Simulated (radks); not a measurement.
# As in [Ar] 3d10 4s1 4p3 5s1: an all-electron calculation

An exercise on one series of results from a longer session: the logs are not shown, and one member is left open.

The numbers are computed with radks (a radial shooting solver on a logarithmic mesh, Libxc functionals) version 1 (Dirac Kohn-Sham, LDA (Slater exchange, VWN5 correlation), spin-unpolarised, spherical densities, point nucleus; open shells fill j = l - 1/2 first), except any that are marked as measured or tabulated.

## Starting point

| Property | Result |
| --- | --- |
| element | arsenic (Z = 33) |
| charge | 0 |
| electrons | 33 |
| configuration | [Ar] 3d10 4s1 4p3 5s1 |

The first run:

The run's settings:

```text
Z 33
configuration [Ar] 3d10 4s1 4p3 5s1 4d0 5p0 6s0 4f0
relativity Dirac
functional lda,vwn5
spin unpolarised
j_filling energy
nucleus point
c 137.035999084
```

On the command line:

```bash
> python run_ks.py task.json out
```

The same process makes all the runs of this session.

One table of the session follows, with a row left open; its other results are not shown here.

It belongs to the step «Radial structure». From the orbitals of this run (lengths in bohr):

```
level      <r>  outermost maximum (interpolated)  90 % within  nodes
1s1/2  0.04556                            0.0298       0.0814      0
2s1/2   0.2028                             0.170        0.314      1
2p1/2   0.1748                             0.134        0.286      0
2p3/2   0.1785                             0.137        0.291      0
3s1/2   0.5993                             0.522        0.896      2
3p1/2   0.6105                             0.515        0.938      1
3p3/2   0.6212                             0.524        0.954      1
3d3/2   0.6737                             0.473         1.13      0
3d5/2   0.6784                             0.476         1.14      0
4s1/2    1.859                              1.58         2.77      3
4p1/2        ?                                 ?            ?      ?
4p3/2    2.328                              1.89         3.57      2
5s1/2    5.985                              5.12         8.87      4
5p1/2    8.202                              7.04         12.2      3
5p3/2    8.306                              7.14         12.3      3
4d3/2    7.561                              5.92         12.4      1
4d5/2    7.593                              5.95         12.4      1
6s1/2    17.46                              14.1         27.1      5
```

Q: Estimate the row for 4p1/2 from the others.

The run gave: <r>: 2.286; outermost maximum (interpolated): 1.85; 90 % within: 3.50; nodes: 2. In the column «<r>» it lies between 4s1/2 (1.859) and 4p3/2 (2.328).
